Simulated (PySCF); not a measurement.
SiSH2, in a box:

```
Si S H
1.0
    11.00000    0.00000    0.00000
     0.00000   12.00000    0.00000
     0.00000    0.00000   11.00000
Si S H
1 1 2
Direct
  0.47148 0.40992 0.51659
  0.51269 0.57935 0.48316
  0.58787 0.40022 0.59116
  0.41449 0.60328 0.41502
```

Base run:

| Item | Value |
| --- | --- |
| Program | PySCF 2.14.0 |
| Functional | RPBE |
| Dispersion | D4 |
| Potentials or basis | 6-31g* (all-electron) |
| k mesh | 1 × 1 × 1 |
| Occupations | fixed |
| Spin | no spin polarisation |

Its results: gap between the frontier levels 2.55 eV.

Task: After a change of settings the same cell gave: gap between the frontier levels 2.81 eV. Which change was it?
A. functional from RPBE to PBE; dispersion from D4 to none
B. functional from RPBE to HCTH407; dispersion from D4 to D3
C. functional from RPBE to revPBE; dispersion from D4 to none
D. functional from RPBE to r2SCAN

Result: D.

r2SCAN gives the wider gap, since meta-GGAs in the generalised Kohn-Sham scheme recover part of the derivative discontinuity.

Caveats: this is a molecule in a periodic box at the Γ point, so its band gap is the HOMO-LUMO gap; the basis of atomic orbitals isn't converged, which shifts pressures, moduli and gaps.
